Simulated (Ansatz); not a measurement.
**Cl₂FGeH₃Si: up Jacob's ladder to CCSD(T)**

An exercise on one series of results from a longer session: the logs are not shown, and one member is left open.

Program: Ansatz 0.2.0, Gaussian basis. Level of theory: functionals in def2-TZVPP, the program's frozen cores in correlated methods. These are calculated values, not measurements.

Plan: LDA (SPW92), PBE-D4, revPBE-D4, BLYP-D4, r2SCAN-D4, B97M-V, PBE0-D4, B3LYP-D4, r2SCANh-D4, r2SCAN0-D4, HSE06-D4, BHLYP-D4, CAM-B3LYP-D4, LC-ωPBE, ωB97X-V, ωB97M-V, B2PLYP, PBE-QIDH; CCSD(T)/def2-SVP; CCSD(T)/def2-TZVPP; MP2/def2-QZVPP; extrapolation to the limit; RPA on PBE.

## The relaxed structure

All runs share one geometry, relaxed beforehand with PBE0-D4 in a triple-zeta def2 set.

SMILES `F[SiH](Cl)[GeH2][Cl]`, 8 atoms, charge 0, spin multiplicity 1.

Atoms are counted from 1 here; the program's logs count them from 0.

Bond lengths: F1–Si2 1.592 Å, Si2–Cl3 2.037 Å, Si2–Ge4 2.387 Å, Si2–H6 1.481 Å, Ge4–Cl5 2.157 Å, Ge4–H7 1.536 Å, Ge4–H8 1.536 Å. Angles: F1–Si2–Cl3 108.8°, F1–Si2–Ge4 108.9°, F1–Si2–H6 107.8°, Cl3–Si2–Ge4 108.8°, Cl3–Si2–H6 108.3°, Ge4–Si2–H6 114.2°, Si2–Ge4–Cl5 106.3°, Si2–Ge4–H7 113.3°, Si2–Ge4–H8 112.1°, Cl5–Ge4–H7 107.1°, Cl5–Ge4–H8 107.1°, H7–Ge4–H8 110.5°.

Set-up of the first run:

File in.yaml:

```yaml
crystal:
  periodic: [false, false, false]
  atoms:
    - {symbol: F, position_ang: [-1.434927, -0.834524, -1.543025]}
    - {symbol: Si, position_ang: [-1.154837, 0.106399, -0.289512]}
    - {symbol: Cl, position_ang: [-1.290870, 2.049621, -0.883789]}
    - {symbol: Ge, position_ang: [1.058872, -0.303807, 0.504752]}
    - {symbol: Cl, position_ang: [2.391601, 0.322448, -1.071776]}
    - {symbol: H, position_ang: [-2.215106, -0.148670, 0.712321]}
    - {symbol: H, position_ang: [1.343337, -1.789108, 0.772517]}
    - {symbol: H, position_ang: [1.394031, 0.540641, 1.742812]}
basis:
  gaussian: {orbitals: def2-TZVPP}
hamiltonian: {xc: lda}
output: {orbitals: {seedname: orbitals}}
```

Steps of the session up to this table: LDA; PBE-D4 (GGA); revPBE-D4 (GGA); BLYP-D4 (GGA); r2SCAN-D4 (meta-GGA); B97M-V (meta-GGA); PBE0-D4 (hybrid); B3LYP-D4 (hybrid); r2SCANh-D4 (hybrid); r2SCAN0-D4 (hybrid); HSE06-D4 (hybrid); BHLYP-D4 (hybrid); CAM-B3LYP-D4 (range-separated); LC-ωPBE-D4 (range-separated; the results give it without D4); ωB97X-V (range-separated); ωB97M-V (range-separated); B2PLYP (double hybrid); PBE-QIDH (double hybrid).

One table of the session follows, with a row left open; its other results are not shown here.

It belongs to the step «Frontier levels by functional». 

| functional | HOMO (eV) | gap (eV) |
| --- | --- | --- |
| LDA (SPW92) | ? | ? |
| PBE-D4 | -7.06 | 5.04 |
| revPBE-D4 | -7.01 | 5.11 |
| BLYP-D4 | -6.93 | 5.06 |
| r2SCAN-D4 | -7.38 | 5.58 |
| B97M-V | -7.49 | 5.65 |
| PBE0-D4 | -8.30 | 7.11 |
| B3LYP-D4 | -8.09 | 6.71 |
| r2SCANh-D4 | -7.83 | 6.32 |
| r2SCAN0-D4 | -8.50 | 7.43 |
| HSE06-D4 | -7.91 | 6.34 |
| BHLYP-D4 | -9.43 | 9.17 |
| CAM-B3LYP-D4 | -9.59 | 9.45 |
| LC-ωPBE | -10.90 | 11.90 |
| ωB97X-V | -10.57 | 11.45 |
| ωB97M-V | -10.35 | 11.03 |

Q: Estimate the row for LDA (SPW92) from the others.

As computed: HOMO (eV): -7.16; gap (eV): 4.87. In the column «HOMO (eV)» it lies between r2SCAN-D4 (-7.38) and PBE-D4 (-7.06).
